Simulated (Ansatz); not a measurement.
# Molecular dynamics of Li

input.yaml

```yaml
crystal:
  lattice:
    - [7.312873, 0.0, 0.0]
    - [0.0, 7.312873, 0.0]
    - [0.0, 0.0, 7.312873]
  atoms:
    - { symbol: Li, position: [0.0, 0.0, 0.0] }
    - { symbol: Li, position: [0.5, 0.0, 0.0] }
    - { symbol: Li, position: [0.0, 0.5, 0.0] }
    - { symbol: Li, position: [0.0, 0.0, 0.5] }
    - { symbol: Li, position: [0.25, 0.25, 0.25] }
    - { symbol: Li, position: [0.5, 0.5, 0.0] }
    - { symbol: Li, position: [0.5, 0.0, 0.5] }
    - { symbol: Li, position: [0.75, 0.25, 0.25] }
    - { symbol: Li, position: [0.0, 0.5, 0.5] }
    - { symbol: Li, position: [0.25, 0.75, 0.25] }
    - { symbol: Li, position: [0.25, 0.25, 0.75] }
    - { symbol: Li, position: [0.5, 0.5, 0.5] }
    - { symbol: Li, position: [0.75, 0.75, 0.25] }
    - { symbol: Li, position: [0.75, 0.25, 0.75] }
    - { symbol: Li, position: [0.25, 0.75, 0.75] }
    - { symbol: Li, position: [0.75, 0.75, 0.75] }
basis:
  ecutwfc: 420.0
kpoints:
  mp_grid: { grid: [2, 2, 2] }
hamiltonian:
  xc: pbe
scf:
  occupations: { method: fermi_dirac, width: 0.16 }
  lower_state_search: "off"
md:
  timestep: 1
  n_steps: 250
  ensemble: nvt_langevin
  temperature: 1800.0
  initial_velocities: maxwell_boltzmann
  seed: 546118
  friction: 0.02
```

Command:

```bash
$ ansatz run input.yaml --threads 1 --pin off --max-ram 3072MiB --backend cpu --events-out ev --progress --plain --runs-dir out
```

It starts from a structure without forces on its atoms.

Output, in part (step lines):

```
md step     0: t =     0.00 fs  T =  1687.5 K  F+E_penalty+E_count = -3274.66010031 eV  E_kin = 3.490020 eV  (6 SCF iters)
md step     1: t =     1.00 fs  T =  1647.9 K  F+E_penalty+E_count = -3274.65551108 eV  E_kin = 3.408112 eV  (6 SCF iters)
md step     2: t =     2.00 fs  T =  1537.3 K  F+E_penalty+E_count = -3274.64210628 eV  E_kin = 3.179415 eV  (6 SCF iters)
md step     3: t =     3.00 fs  T =  1405.5 K  F+E_penalty+E_count = -3274.62081601 eV  E_kin = 2.906704 eV  (6 SCF iters)
md step     4: t =     4.00 fs  T =  1465.4 K  F+E_penalty+E_count = -3274.59143251 eV  E_kin = 3.030593 eV  (6 SCF iters)
md step     5: t =     5.00 fs  T =  1551.4 K  F+E_penalty+E_count = -3274.55234318 eV  E_kin = 3.208485 eV  (5 SCF iters)
md step     6: t =     6.00 fs  T =  1500.6 K  F+E_penalty+E_count = -3274.50346034 eV  E_kin = 3.103506 eV  (5 SCF iters)
md step     7: t =     7.00 fs  T =  1532.7 K  F+E_penalty+E_count = -3274.44499573 eV  E_kin = 3.169901 eV  (5 SCF iters)
[... lines left out ...]
md step   249: t =   249.00 fs  T =  1608.3 K  F+E_penalty+E_count = -3270.49154233 eV  E_kin = 3.326319 eV  (5 SCF iters)
md step   250: t =   250.00 fs  T =  1630.6 K  F+E_penalty+E_count = -3270.50015897 eV  E_kin = 3.372328 eV  (6 SCF iters)
```

The steps, from the saved trajectory:

| time (fs) | T (K) | potential energy less start (eV) |
| --- | --- | --- |
| 0.0 | 1688 | 0.000 |
| 8.0 | 1435 | 0.281 |
| 16.0 | 1172 | 1.074 |
| 24.0 | 949 | 1.840 |
| 32.0 | 991 | 2.041 |
| 40.0 | 1188 | 2.089 |
| 48.0 | 1241 | 2.148 |
| 56.0 | 1082 | 2.470 |
| 64.0 | 743 | 2.616 |
| 72.0 | 1163 | 2.358 |
| 80.0 | 1688 | 2.132 |
| 88.0 | 1592 | 2.140 |
| 96.0 | 1837 | 2.571 |
| 104.0 | 1412 | 3.510 |
| 112.0 | 1253 | 3.976 |
| 120.0 | 1251 | 3.673 |
| 128.0 | 1564 | 3.306 |
| 136.0 | 1826 | 3.121 |
| 144.0 | 1766 | 2.969 |
| 152.0 | 1610 | 2.978 |
| 160.0 | 1743 | 3.195 |
| 168.0 | 1631 | 3.194 |
| 176.0 | 2125 | 3.343 |
| 184.0 | 2073 | 3.790 |
| 192.0 | 2201 | 4.075 |
| 200.0 | 2601 | 4.256 |
| 208.0 | 2183 | 4.575 |
| 216.0 | 1917 | 5.034 |
| 224.0 | 1320 | 5.394 |
| 232.0 | 1772 | 4.868 |
| 240.0 | 1895 | 4.203 |
| 248.0 | 1583 | 4.174 |

The run went to its last step. A run of 0.25 ps of so small a system gives no equilibrium averages. Limits of this set-up: coarse k mesh.

Mean squared displacements from the first frame to the last, about the centre of mass: Li 1.09 Å².

Last frame:

```xyz
16
Lattice="7.3129 0.0000 0.0000 0.0000 7.3129 0.0000 0.0000 0.0000 7.3129" Properties=species:S:1:pos:R:3
Li 0.922 0.489 0.398
Li 4.355 1.634 -0.557
Li 1.362 5.100 0.321
Li 0.235 0.503 3.836
Li 2.212 1.540 2.022
Li 4.268 5.280 -1.689
Li 4.329 0.558 3.040
Li 6.668 2.315 1.492
Li 0.205 4.635 2.342
Li 3.283 5.510 1.626
Li 1.867 1.667 5.536
Li 3.797 3.242 3.568
Li 6.173 6.107 1.195
Li 5.902 1.652 5.251
Li 2.175 6.528 3.949
Li 6.900 4.772 5.075
```

Run time: 12 min on 1 thread of Intel(R) Xeon(R) Platinum 8488C (Sapphire Rapids), with other jobs on the host, peak memory 0.66 GiB.
